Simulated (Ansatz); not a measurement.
# P5N2: the cost of one run

Method: DFT PBE, scalar-relativistic, plane waves, PAW, in Ansatz 0.2.0.

## (1) Starting point

It takes space group P2/m (No. 10, monoclinic). Conventional cell: a = 3.955 Å, b = 1.769 Å, c = 5.670 Å, α = 90.00°, β = 98.91°, γ = 90.00°. P (site symmetry m) has 5 P at 1.76 to 1.79 Å and 1 N at 1.77 Å as nearest neighbours. P (site symmetry m) is surrounded by 1 N at 1.76 Å and 5 P at 1.77 to 1.79 Å. P (site symmetry 2/m) has 2 N at 1.76 Å and 4 P at 1.77 to 1.79 Å as nearest neighbours. N (site symmetry m) is surrounded by 3 P at 1.76 to 1.77 Å and 3 N at 1.77 to 1.85 Å.

As a file:

```cif
data_structure
_symmetry_space_group_name_H-M 'P2/m'
_symmetry_Int_Tables_number 10
_cell_length_a 3.9555
_cell_length_b 1.7695
_cell_length_c 5.6704
_cell_angle_alpha 90.000
_cell_angle_beta 98.906
_cell_angle_gamma 90.000
_cell_volume 39.21
loop_
_atom_site_label
_atom_site_type_symbol
_atom_site_symmetry_multiplicity
_atom_site_Wyckoff_symbol
_atom_site_fract_x
_atom_site_fract_y
_atom_site_fract_z
_atom_site_occupancy
P1 P 2 m 0.21417 0.00000 0.57070 1
P2 P 2 m 0.64312 0.00000 0.71467 1
P3 P 1 d 0.50000 0.00000 0.00000 1
N1 N 2 m 0.07349 0.00000 0.85242 1
```

The cell is invented: 5-, 6-connected net, elements by coordination (P2/m, No. 10). Lengths come from tabulated atomic sizes and are only a guess.

## (2) Probe: one point on a coarse mesh

input.yaml reads:

```yaml
crystal:
  lattice:
    - [3.95547411, 0.0, 0.0]
    - [0.0, 1.76945031, 0.0]
    - [-0.87782697, 0.0, 5.60208629]
  atoms:
    - { symbol: P, position: [0.21417101, 0.0, 0.57069598] }
    - { symbol: P, position: [0.78582899, 0.0, 0.42930402] }
    - { symbol: P, position: [0.64311902, 0.0, 0.71466796] }
    - { symbol: P, position: [0.35688098, 0.0, 0.28533204] }
    - { symbol: P, position: [0.5, 0.0, 0.0] }
    - { symbol: "N", position: [0.073487, 0.0, 0.85241501] }
    - { symbol: "N", position: [0.926513, 0.0, 0.14758499] }
basis:
  ecutwfc: 420
kpoints:
  mp_grid: { grid: [4, 10, 4] }
hamiltonian:
  xc: pbe
scf:
  occupations: { method: gaussian, width: 0.1 }
  lower_state_search: "off"
output:
  forces: true
  stress: true
  eigenvalues: true
```

Launch:

```bash
$ ansatz run input.yaml --threads 1 --pin off --max-ram 2560MiB --backend cpu --events-out ev --progress --plain --runs-dir out
```

**Question.** How long does this run take on 1 thread of Arm Neoverse N1, shared host, and how much memory does it need?

About 7.8 s, with a peak of 0.31 GiB.
